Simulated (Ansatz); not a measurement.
# CH₆BN₂P: how energies converge with the basis set

An exercise on one series of results from a longer session: the logs are not shown, and one member is left open.

The runs use Ansatz 0.2.0, Gaussian basis; one geometry, several basis sets.

The runs, in order: PBE0-D4/def2-SVP; ωB97M-V/def2-SVP; PBE0-D4/def2-QZVPP; ωB97M-V/def2-QZVPP; the functionals' def2-TZVPP values are taken from earlier runs.

### The geometry

All runs share one geometry, relaxed beforehand with PBE0-D4 in a triple-zeta def2 set.

SMILES `CN1BNP1`, 11 atoms, charge 0, spin multiplicity 1.

Atoms are counted from 1 here; the program's logs count them from 0.

Bond lengths: C1–N2 1.429 Å, C1–H6 1.095 Å, C1–H7 1.096 Å, C1–H8 1.092 Å, N2–B3 1.421 Å, N2–P5 1.728 Å, B3–N4 1.444 Å, B3–H9 1.194 Å, N4–P5 1.726 Å, N4–H10 1.004 Å, P5–H11 1.437 Å. Angles: N2–C1–H6 111.7°, N2–C1–H7 112.0°, N2–C1–H8 109.3°, H6–C1–H7 107.9°, H6–C1–H8 107.9°, H7–C1–H8 107.8°, C1–N2–B3 137.0°, C1–N2–P5 132.0°, B3–N2–P5 90.8°, N2–B3–N4 99.4°, N2–B3–H9 129.9°, N4–B3–H9 130.6°, B3–N4–P5 90.1°, B3–N4–H10 129.3°, P5–N4–H10 125.0°, N2–P5–N4 78.5°, N2–P5–H11 100.0°, N4–P5–H11 100.1°.

Set-up of the first run:

Input file in.yaml:

```yaml
crystal:
  periodic: [false, false, false]
  atoms:
    - {symbol: C, position_ang: [-1.262264, 1.020221, -0.377320]}
    - {symbol: N, position_ang: [-0.151729, 0.195309, -0.017497]}
    - {symbol: B, position_ang: [0.922983, -0.449961, -0.686597]}
    - {symbol: N, position_ang: [1.507287, -1.155292, 0.429440]}
    - {symbol: P, position_ang: [0.469677, -0.304269, 1.515322]}
    - {symbol: H, position_ang: [-1.254363, 1.970771, 0.165949]}
    - {symbol: H, position_ang: [-2.220941, 0.527128, -0.180576]}
    - {symbol: H, position_ang: [-1.214562, 1.244188, -1.444980]}
    - {symbol: H, position_ang: [1.265576, -0.382599, -1.828633]}
    - {symbol: H, position_ang: [2.470181, -1.376944, 0.607990]}
    - {symbol: H, position_ang: [-0.466547, -1.345650, 1.837501]}
basis:
  gaussian: {orbitals: def2-SVP}
hamiltonian: {xc: pbe0, dispersion: d4}
output: {orbitals: {seedname: orbitals}}
```

Steps of the session up to this table: PBE0-D4 in def2-SVP; ωB97M-V in def2-SVP; PBE0-D4 in def2-QZVPP; ωB97M-V in def2-QZVPP.

One of the session's tables, all rows but one given; the rest of the session is left out.

It belongs to the step «Functionals by basis». 

| functional | basis | HOMO (eV) | LUMO (eV) |
| --- | --- | --- | --- |
| PBE0-D4 | def2-SVP | ? | ? |
| PBE0-D4 | def2-TZVPP | -6.66 | -0.36 |
| PBE0-D4 | def2-QZVPP | -6.69 | -0.48 |
| ωB97M-V | def2-SVP | -8.74 | 2.19 |
| ωB97M-V | def2-TZVPP | -8.84 | 1.49 |
| ωB97M-V | def2-QZVPP | -8.86 | 1.20 |

Q: Estimate the row for PBE0-D4, def2-SVP from the others.

**Answer.** HOMO (eV): -6.58; LUMO (eV): 0.11. In the column «HOMO (eV)» it is the highest.
